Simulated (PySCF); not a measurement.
# GaH with other numerical set-ups

Which parts of the numerical set-up matter for GaH? Each run edits the base script.

Computed with PySCF 2.14.0. Level: each script names its method and basis.

## Step 1: Starting geometry

GaH: 2 atoms, charge 0, spin multiplicity 1.

Bond lengths: Ga1–H2 1.525 Å.

## Step 2: Base script

Contents of input.py:

```python
from pyscf import gto, dft

mol = gto.M(
    atom='Ga 0 0 0; H 0 0 1.525',
    basis='cc-pvtz',
    charge=0,
    spin=0,
    verbose=3,
)
mf = dft.UKS(mol, xc='hcth407')
mf.kernel()
mf.analyze()
print('orbital energies (hartree):', [e[max(0, n-3):n+3].round(4) for e, n in zip(mf.mo_energy, mol.nelec)])
```

Run with:

```console
> OMP_NUM_THREADS=1 python input.py
```

Its log is not repeated here.

In short: E(SCF) = -1926.481779 Eh, μ = 0.29 D.

The bond length is a typed value, not an optimised one.

## Step 3: Density fitting auto

Variant 1 changes density fitting: none → auto.

input.py: that of step 2 with these lines changed.

```diff
@@ -10,2 +10,3 @@
 mf = dft.UKS(mol, xc='hcth407')
+mf = mf.density_fit()
 mf.kernel()
```

Run with:

```console
> OMP_NUM_THREADS=1 python input.py
```

The program printed:

```text
converged SCF energy = -1926.48178948079  <S^2> = 5.3219651e-12  2S+1 = 1
**** MO energy ****
                             alpha | beta                alpha | beta
MO #1   energy= -370.809570955416  | -370.809570960832  occ= 1 | 1
MO #2   energy= -45.4432188846687  | -45.4432188651352  occ= 1 | 1
MO #3   energy= -40.32745461723    | -40.3274546082306  occ= 1 | 1
MO #4   energy= -40.32745461723    | -40.3274546082306  occ= 1 | 1
MO #5   energy= -40.3234635762606  | -40.3234635619371  occ= 1 | 1
MO #6   energy= -5.3125149393093   | -5.31251491274393  occ= 1 | 1
MO #7   energy= -3.64416283523333  | -3.6441628090916   occ= 1 | 1
MO #8   energy= -3.64416283523333  | -3.64416280909159  occ= 1 | 1
MO #9   energy= -3.63091854093115  | -3.63091852149573  occ= 1 | 1
MO #10  energy= -0.772876179388108 | -0.772876153661655 occ= 1 | 1
MO #11  energy= -0.772876169738973 | -0.772876144012128 occ= 1 | 1
MO #12  energy= -0.763904880101974 | -0.763904895703008 occ= 1 | 1
MO #13  energy= -0.763153813778218 | -0.763153825909065 occ= 1 | 1
MO #14  energy= -0.763153813778212 | -0.763153825909059 occ= 1 | 1
MO #15  energy= -0.368839516489273 | -0.368839546357412 occ= 1 | 1
MO #16  energy= -0.184164938667271 | -0.184164920770196 occ= 1 | 1
MO #17  energy= -0.0929004866969195 | -0.0929005286845145 occ= 0 | 0
MO #18  energy= -0.0929004866969165 | -0.0929005286845091 occ= 0 | 0
MO #19  energy= 0.0453033421524678 | 0.0453032350015867 occ= 0 | 0
MO #20  energy= 0.052841934305353  | 0.0528421240902093 occ= 0 | 0
MO #21  energy= 0.152860911406222  | 0.152860715358933  occ= 0 | 0
MO #22  energy= 0.165867921293484  | 0.165867845877308  occ= 0 | 0
MO #23  energy= 0.165867921293489  | 0.165867845877314  occ= 0 | 0
MO #24  energy= 0.16744748974005   | 0.167447365592437  occ= 0 | 0
MO #25  energy= 0.167447489740052  | 0.167447365592443  occ= 0 | 0
MO #26  energy= 0.174032437953115  | 0.174032360452489  occ= 0 | 0
MO #27  energy= 0.174032489249094  | 0.174032411744876  occ= 0 | 0
MO #28  energy= 0.30973234532316   | 0.309732177402234  occ= 0 | 0
MO #29  energy= 0.411682188985822  | 0.411682352074672  occ= 0 | 0
MO #30  energy= 0.681157273247099  | 0.681157360352711  occ= 0 | 0
MO #31  energy= 0.681157273247105  | 0.681157360352716  occ= 0 | 0
MO #32  energy= 0.831728479576497  | 0.831728158424443  occ= 0 | 0
MO #33  energy= 0.83172869316438   | 0.831728371980118  occ= 0 | 0
MO #34  energy= 0.835955136687064  | 0.835955380803364  occ= 0 | 0
MO #35  energy= 0.835955136687067  | 0.835955380803366  occ= 0 | 0
MO #36  energy= 0.879357537126748  | 0.879357214475097  occ= 0 | 0
MO #37  energy= 0.879357537126761  | 0.879357214475099  occ= 0 | 0
MO #38  energy= 0.880389275135394  | 0.880389284696715  occ= 0 | 0
MO #39  energy= 0.88038943150557   | 0.880389441055853  occ= 0 | 0
MO #40  energy= 0.924487124550314  | 0.924486641277309  occ= 0 | 0
MO #41  energy= 0.982814880239826  | 0.98281503148161   occ= 0 | 0
MO #42  energy= 1.15301486139865   | 1.15301509151565   occ= 0 | 0
MO #43  energy= 1.15301486139866   | 1.15301509151566   occ= 0 | 0
MO #44  energy= 1.18446893978922   | 1.18446895403068   occ= 0 | 0
MO #45  energy= 1.61945286246786   | 1.61945331037047   occ= 0 | 0
MO #46  energy= 1.84427227881554   | 1.84427225272223   occ= 0 | 0
MO #47  energy= 1.8442722788161    | 1.84427225272282   occ= 0 | 0
MO #48  energy= 1.87258817966524   | 1.87258787243415   occ= 0 | 0
MO #49  energy= 2.63673993897671   | 2.63674060953546   occ= 0 | 0
MO #50  energy= 3.21274099940357   | 3.21274167084703   occ= 0 | 0
MO #51  energy= 3.21274270610162   | 3.21274337761898   occ= 0 | 0
MO #52  energy= 3.40550486102636   | 3.40550524136988   occ= 0 | 0
MO #53  energy= 3.40550486102636   | 3.40550524136989   occ= 0 | 0
MO #54  energy= 3.71855924813481   | 3.71855987209168   occ= 0 | 0
MO #55  energy= 3.85964309648283   | 3.85964408890514   occ= 0 | 0
MO #56  energy= 3.85964309648283   | 3.85964408890514   occ= 0 | 0
MO #57  energy= 4.43720660051785   | 4.43720745031787   occ= 0 | 0

To work with the spin densities directly, `use mulliken_meta_spin()` only printing them here.

 ** Mulliken spin pop alpha/beta on meta-lowdin orthogonal AOs **
 ** Mulliken Spin Density (per atom)  **
spin density of  0 Ga =     -0.00000
spin density of  1 H =      0.00000
 ** Mulliken pop alpha/beta on meta-lowdin orthogonal AOs **
 ** Mulliken atomic charges   ( Nelec_alpha | Nelec_beta ) **
charge of  0Ga =      0.12933  (    15.43533     15.43534 )
charge of  1H =     -0.12933  (     0.56467      0.56466 )
Dipole moment(X, Y, Z, Debye):  0.00000,  0.00000,  0.28867
orbital energies (hartree): [array([-0.7632, -0.3688, -0.1842, -0.0929, -0.0929,  0.0453]), array([-0.7632, -0.3688, -0.1842, -0.0929, -0.0929,  0.0453])]
```

Wall time 2.8 s (1 thread of Intel Xeon Platinum 8488C, shared host).

Result: E(SCF) = -1926.481789 Eh (-0.0003 eV from the base), μ = 0.29 D.

## Step 4: Ano-rcc-vdzp (X2C on)

Variant 2 changes basis set: cc-pvtz → ano-rcc-vdzp; spin-free X2C: off → on.

input.py: that of step 2 with these lines changed.

```diff
@@ -4,3 +4,3 @@
     atom='Ga 0 0 0; H 0 0 1.525',
-    basis='cc-pvtz',
+    basis='ano-rcc-vdzp',
     charge=0,
@@ -10,2 +10,3 @@
 mf = dft.UKS(mol, xc='hcth407')
+mf = mf.sfx2c1e()
 mf.kernel()
```

Run with:

```console
> OMP_NUM_THREADS=1 python input.py
```

The program printed:

```text
converged SCF energy = -1945.40849952507  <S^2> = 7.1054274e-15  2S+1 = 1
**** MO energy ****
                             alpha | beta                alpha | beta
MO #1   energy= -375.353945205196  | -375.353945205197  occ= 1 | 1
MO #2   energy= -46.4070093969201  | -46.4070093969201  occ= 1 | 1
MO #3   energy= -40.4552649307993  | -40.4552649307993  occ= 1 | 1
MO #4   energy= -40.4552649307849  | -40.4552649307849  occ= 1 | 1
MO #5   energy= -40.4512990405318  | -40.4512990405318  occ= 1 | 1
MO #6   energy= -5.42341695089606  | -5.42341695089606  occ= 1 | 1
MO #7   energy= -3.62277973788044  | -3.62277973788044  occ= 1 | 1
MO #8   energy= -3.62277973787026  | -3.62277973787025  occ= 1 | 1
MO #9   energy= -3.61012100707213  | -3.61012100707212  occ= 1 | 1
MO #10  energy= -0.694052518391098 | -0.694052518391094 occ= 1 | 1
MO #11  energy= -0.694052512206722 | -0.694052512206722 occ= 1 | 1
MO #12  energy= -0.686984493480559 | -0.686984493480568 occ= 1 | 1
MO #13  energy= -0.684531957078877 | -0.684531957078877 occ= 1 | 1
MO #14  energy= -0.684531957076585 | -0.684531957076585 occ= 1 | 1
MO #15  energy= -0.367958882830087 | -0.367958882830086 occ= 1 | 1
MO #16  energy= -0.174704433347828 | -0.174704433347829 occ= 1 | 1
MO #17  energy= -0.0835746175404501 | -0.0835746175404691 occ= 0 | 0
MO #18  energy= -0.0835746175286294 | -0.0835746175286298 occ= 0 | 0
MO #19  energy= 0.0488920680381737 | 0.0488920680381706 occ= 0 | 0
MO #20  energy= 0.193425840724244  | 0.193425840724244  occ= 0 | 0
MO #21  energy= 0.322242040693186  | 0.322242040693181  occ= 0 | 0
MO #22  energy= 0.362621375672152  | 0.362621375672154  occ= 0 | 0
MO #23  energy= 0.36262137568873   | 0.362621375688728  occ= 0 | 0
MO #24  energy= 0.617821517936624  | 0.61782151793662   occ= 0 | 0
MO #25  energy= 0.752847278263079  | 0.752847278263073  occ= 0 | 0
MO #26  energy= 0.752847278278367  | 0.752847278278309  occ= 0 | 0
MO #27  energy= 1.24336000228121   | 1.2433600022812    occ= 0 | 0
MO #28  energy= 1.73993306688514   | 1.73993306688515   occ= 0 | 0
MO #29  energy= 1.73993314353595   | 1.73993314353595   occ= 0 | 0
MO #30  energy= 2.03170192291924   | 2.03170192291924   occ= 0 | 0
MO #31  energy= 2.03170192293961   | 2.03170192293954   occ= 0 | 0
MO #32  energy= 2.7072249321635    | 2.7072249321635    occ= 0 | 0

To work with the spin densities directly, `use mulliken_meta_spin()` only printing them here.

 ** Mulliken spin pop alpha/beta on meta-lowdin orthogonal AOs **
 ** Mulliken Spin Density (per atom)  **
spin density of  0 Ga =     -0.00000
spin density of  1 H =      0.00000
 ** Mulliken pop alpha/beta on meta-lowdin orthogonal AOs **
 ** Mulliken atomic charges   ( Nelec_alpha | Nelec_beta ) **
charge of  0Ga =      0.11939  (    15.44031     15.44031 )
charge of  1H =     -0.11939  (     0.55969      0.55969 )
Dipole moment(X, Y, Z, Debye): -0.00000, -0.00000,  0.19577
orbital energies (hartree): [array([-0.6845, -0.368 , -0.1747, -0.0836, -0.0836,  0.0489]), array([-0.6845, -0.368 , -0.1747, -0.0836, -0.0836,  0.0489])]
```

Wall time 3.1 s (1 thread of Intel Xeon Platinum 8488C, shared host).

Result: E(SCF) = -1945.408500 Eh, μ = 0.20 D.

## Step 5: Jorge-dzp

Variant 3 changes basis set: cc-pvtz → jorge-dzp.

input.py: that of step 2 with these lines changed.

```diff
@@ -4,3 +4,3 @@
     atom='Ga 0 0 0; H 0 0 1.525',
-    basis='cc-pvtz',
+    basis='jorge-dzp',
     charge=0,
```

Run with:

```console
> OMP_NUM_THREADS=1 python input.py
```

The program printed:

```text
converged SCF energy = -1926.37544623126  <S^2> = 6.5369932e-13  2S+1 = 1
**** MO energy ****
                             alpha | beta                alpha | beta
MO #1   energy= -370.706763046278  | -370.706763042436  occ= 1 | 1
MO #2   energy= -45.3627126640672  | -45.362712685244   occ= 1 | 1
MO #3   energy= -40.2494597089813  | -40.249459721695   occ= 1 | 1
MO #4   energy= -40.2494597089805  | -40.2494597216942  occ= 1 | 1
MO #5   energy= -40.245849443416   | -40.2458494575586  occ= 1 | 1
MO #6   energy= -5.26859589102662  | -5.26859591345453  occ= 1 | 1
MO #7   energy= -3.60177530510144  | -3.60177532559259  occ= 1 | 1
MO #8   energy= -3.60177530510084  | -3.60177532559206  occ= 1 | 1
MO #9   energy= -3.58963852772847  | -3.5896385454953   occ= 1 | 1
MO #10  energy= -0.727945663442573 | -0.727945677702389 occ= 1 | 1
MO #11  energy= -0.727945640472302 | -0.727945654732399 occ= 1 | 1
MO #12  energy= -0.721423777335909 | -0.721423771823275 occ= 1 | 1
MO #13  energy= -0.718784607479963 | -0.718784606256669 occ= 1 | 1
MO #14  energy= -0.71878460747957  | -0.718784606256436 occ= 1 | 1
MO #15  energy= -0.361498437626053 | -0.361498405918411 occ= 1 | 1
MO #16  energy= -0.176865166317214 | -0.176865211372943 occ= 1 | 1
MO #17  energy= -0.0849728871111794 | -0.0849728467189329 occ= 0 | 0
MO #18  energy= -0.0849728871104747 | -0.0849728467180754 occ= 0 | 0
MO #19  energy= 0.0756985020517805 | 0.0756984752957713 occ= 0 | 0
MO #20  energy= 0.1761028908893    | 0.176102951098838  occ= 0 | 0
MO #21  energy= 0.365485616657375  | 0.365485640369176  occ= 0 | 0
MO #22  energy= 0.469681062214907  | 0.469681127175538  occ= 0 | 0
MO #23  energy= 0.469681062215297  | 0.469681127175999  occ= 0 | 0
MO #24  energy= 0.622791731051476  | 0.622791693254453  occ= 0 | 0
MO #25  energy= 1.20798158972134   | 1.20798151100899   occ= 0 | 0
MO #26  energy= 1.2079815897216    | 1.20798151100922   occ= 0 | 0
MO #27  energy= 1.36111043069146   | 1.36111037262867   occ= 0 | 0
MO #28  energy= 1.4407866014949    | 1.44078663387881   occ= 0 | 0
MO #29  energy= 1.44078701057395   | 1.44078704295664   occ= 0 | 0
MO #30  energy= 1.67263204491175   | 1.67263195244505   occ= 0 | 0
MO #31  energy= 1.67263204491259   | 1.67263195244509   occ= 0 | 0
MO #32  energy= 2.30750408657195   | 2.30750390597183   occ= 0 | 0
MO #33  energy= 8.33747979526271   | 8.33747977813371   occ= 0 | 0
MO #34  energy= 8.33747979526301   | 8.33747977813373   occ= 0 | 0
MO #35  energy= 8.34524246873875   | 8.34524244825376   occ= 0 | 0
MO #36  energy= 8.34524273352884   | 8.34524271304401   occ= 0 | 0
MO #37  energy= 8.35063555437548   | 8.35063553075526   occ= 0 | 0
MO #38  energy= 8.35063555437558   | 8.35063553075562   occ= 0 | 0
MO #39  energy= 8.36479550837142   | 8.36479548304849   occ= 0 | 0
MO #40  energy= 16.5676125539222   | 16.5676125233992   occ= 0 | 0
MO #41  energy= 16.567612553923    | 16.5676125234002   occ= 0 | 0
MO #42  energy= 16.7527143545301   | 16.7527143292622   occ= 0 | 0
MO #43  energy= 26.458145287263    | 26.4581452580795   occ= 0 | 0
MO #44  energy= 107.246389694845   | 107.246389681346   occ= 0 | 0
MO #45  energy= 107.246389694846   | 107.246389681347   occ= 0 | 0
MO #46  energy= 107.389636191578   | 107.389636179386   occ= 0 | 0
MO #47  energy= 359.517451276531   | 359.51745127689    occ= 0 | 0
MO #48  energy= 2468.4683787715    | 2468.46837877346   occ= 0 | 0

To work with the spin densities directly, `use mulliken_meta_spin()` only printing them here.

 ** Mulliken spin pop alpha/beta on meta-lowdin orthogonal AOs **
 ** Mulliken Spin Density (per atom)  **
spin density of  0 Ga =      0.00000
spin density of  1 H =     -0.00000
 ** Mulliken pop alpha/beta on meta-lowdin orthogonal AOs **
 ** Mulliken atomic charges   ( Nelec_alpha | Nelec_beta ) **
charge of  0Ga =      0.14417  (    15.42792     15.42792 )
charge of  1H =     -0.14417  (     0.57208      0.57208 )
Dipole moment(X, Y, Z, Debye):  0.00000, -0.00000,  0.11728
orbital energies (hartree): [array([-0.7188, -0.3615, -0.1769, -0.085 , -0.085 ,  0.0757]), array([-0.7188, -0.3615, -0.1769, -0.085 , -0.085 ,  0.0757])]
```

Run time: 2 s. Hardware: 1 thread of Intel Xeon Platinum 8488C, shared host.

Outcome: E(SCF) = -1926.375446 Eh (+2.8935 eV from the base), μ = 0.12 D.

## Step 6: Jorge-dzp-dkh (X2C on)

Variant 4 changes basis set: cc-pvtz → jorge-dzp-dkh; spin-free X2C: off → on.

input.py: that of step 2 with these lines changed.

```diff
@@ -4,3 +4,3 @@
     atom='Ga 0 0 0; H 0 0 1.525',
-    basis='cc-pvtz',
+    basis='jorge-dzp-dkh',
     charge=0,
@@ -10,2 +10,3 @@
 mf = dft.UKS(mol, xc='hcth407')
+mf = mf.sfx2c1e()
 mf.kernel()
```

Run with:

```console
> OMP_NUM_THREADS=1 python input.py
```

The program printed:

```text
converged SCF energy = -1945.29845874367  <S^2> = 5.719869e-13  2S+1 = 1
**** MO energy ****
                             alpha | beta                alpha | beta
MO #1   energy= -375.382759266442  | -375.382759262754  occ= 1 | 1
MO #2   energy= -46.419158106788   | -46.4191581263615  occ= 1 | 1
MO #3   energy= -40.4778898052665  | -40.4778898172804  occ= 1 | 1
MO #4   energy= -40.4778898052574  | -40.4778898172714  occ= 1 | 1
MO #5   energy= -40.4743503283497  | -40.474350341661   occ= 1 | 1
MO #6   energy= -5.43835937820091  | -5.43835940068192  occ= 1 | 1
MO #7   energy= -3.63867174577503  | -3.63867176584334  occ= 1 | 1
MO #8   energy= -3.63867174576022  | -3.63867176582851  occ= 1 | 1
MO #9   energy= -3.626790810081    | -3.62679082799251  occ= 1 | 1
MO #10  energy= -0.702170893880196 | -0.702170907389239 occ= 1 | 1
MO #11  energy= -0.702170869462778 | -0.702170882971969 occ= 1 | 1
MO #12  energy= -0.696188143393921 | -0.696188138037566 occ= 1 | 1
MO #13  energy= -0.693079256657991 | -0.693079255352696 occ= 1 | 1
MO #14  energy= -0.693079256653062 | -0.693079255347767 occ= 1 | 1
MO #15  energy= -0.365915185820974 | -0.365915151193264 occ= 1 | 1
MO #16  energy= -0.177142706284948 | -0.177142754497104 occ= 1 | 1
MO #17  energy= -0.0832647710495619 | -0.0832647349054816 occ= 0 | 0
MO #18  energy= -0.0832647709946835 | -0.0832647348505362 occ= 0 | 0
MO #19  energy= 0.076852914927465  | 0.0768528852053104 occ= 0 | 0
MO #20  energy= 0.169161247466527  | 0.169161296183789  occ= 0 | 0
MO #21  energy= 0.361330588258136  | 0.361330608595704  occ= 0 | 0
MO #22  energy= 0.467595309001877  | 0.467595365323604  occ= 0 | 0
MO #23  energy= 0.467595309039644  | 0.467595365361461  occ= 0 | 0
MO #24  energy= 0.616873144056401  | 0.616873110536561  occ= 0 | 0
MO #25  energy= 1.21458831871555   | 1.21458823704266   occ= 0 | 0
MO #26  energy= 1.21458831871919   | 1.21458823704629   occ= 0 | 0
MO #27  energy= 1.36869560708748   | 1.36869554811312   occ= 0 | 0
MO #28  energy= 1.45212109736115   | 1.45212112670588   occ= 0 | 0
MO #29  energy= 1.45212150808884   | 1.45212153743265   occ= 0 | 0
MO #30  energy= 1.6802166044099    | 1.68021651954531   occ= 0 | 0
MO #31  energy= 1.68021660441481   | 1.68021651955014   occ= 0 | 0
MO #32  energy= 2.31252999949618   | 2.31252983214443   occ= 0 | 0
MO #33  energy= 8.35232519505198   | 8.35232517866394   occ= 0 | 0
MO #34  energy= 8.35232519505741   | 8.35232517866936   occ= 0 | 0
MO #35  energy= 8.3600138227195    | 8.3600138029541    occ= 0 | 0
MO #36  energy= 8.36001407991463   | 8.36001406014949   occ= 0 | 0
MO #37  energy= 8.36534348930934   | 8.365343466353     occ= 0 | 0
MO #38  energy= 8.36534348931372   | 8.3653434663574    occ= 0 | 0
MO #39  energy= 8.37951252537211   | 8.37951250072812   occ= 0 | 0
MO #40  energy= 16.4209068955458   | 16.4209068662344   occ= 0 | 0
MO #41  energy= 16.4209068955576   | 16.4209068662462   occ= 0 | 0
MO #42  energy= 16.6058244369731   | 16.6058244124304   occ= 0 | 0
MO #43  energy= 25.2579788247629   | 25.2579787964466   occ= 0 | 0
MO #44  energy= 104.757991234019   | 104.757991220936   occ= 0 | 0
MO #45  energy= 104.757991234043   | 104.75799122096    occ= 0 | 0
MO #46  energy= 104.900115226694   | 104.90011521472    occ= 0 | 0
MO #47  energy= 333.37586857451    | 333.375868574618   occ= 0 | 0
MO #48  energy= 2149.18540323199   | 2149.18540323384   occ= 0 | 0

To work with the spin densities directly, `use mulliken_meta_spin()` only printing them here.

 ** Mulliken spin pop alpha/beta on meta-lowdin orthogonal AOs **
 ** Mulliken Spin Density (per atom)  **
spin density of  0 Ga =      0.00000
spin density of  1 H =     -0.00000
 ** Mulliken pop alpha/beta on meta-lowdin orthogonal AOs **
 ** Mulliken atomic charges   ( Nelec_alpha | Nelec_beta ) **
charge of  0Ga =      0.14062  (    15.42969     15.42969 )
charge of  1H =     -0.14062  (     0.57031      0.57031 )
Dipole moment(X, Y, Z, Debye): -0.00000, -0.00000,  0.02855
orbital energies (hartree): [array([-0.6931, -0.3659, -0.1771, -0.0833, -0.0833,  0.0769]), array([-0.6931, -0.3659, -0.1771, -0.0833, -0.0833,  0.0769])]
```

It took 2.1 s on 1 thread of Intel Xeon Platinum 8488C, shared host.

Outcome: E(SCF) = -1945.298459 Eh, μ = 0.03 D.

## Step 7: Side by side

| run | E(SCF) (hartree) | from base (eV) | gap (eV) | SCF dipole (D) | functions |
| --- | --- | --- | --- | --- | --- |
| base | -1926.481779 | 0 | 2.48 | 0.29 | 57 |
| density fitting auto | -1926.481789 | -0.0003 | 2.48 | 0.29 | 57 |
| ano-rcc-vdzp (X2C on) | -1945.408500 | not comparable | 2.48 | 0.20 | 32 |
| jorge-dzp | -1926.375446 | +2.8935 | 2.50 | 0.12 | 48 |
| jorge-dzp-dkh (X2C on) | -1945.298459 | not comparable | 2.55 | 0.03 | 48 |

Wall time on 1 thread of Intel Xeon Platinum 8488C, shared host, start-up included: base 2.6 s; density fitting auto 2.8 s; ano-rcc-vdzp (X2C on) 3.1 s; jorge-dzp 2 s; jorge-dzp-dkh (X2C on) 2.1 s.

**Reading.** Of the runs whose energies can be compared, “jorge-dzp” moves the SCF energy most (+2.893 eV). jorge-dzp (48 functions) gives an energy 2.89 eV higher than cc-pvtz (57).
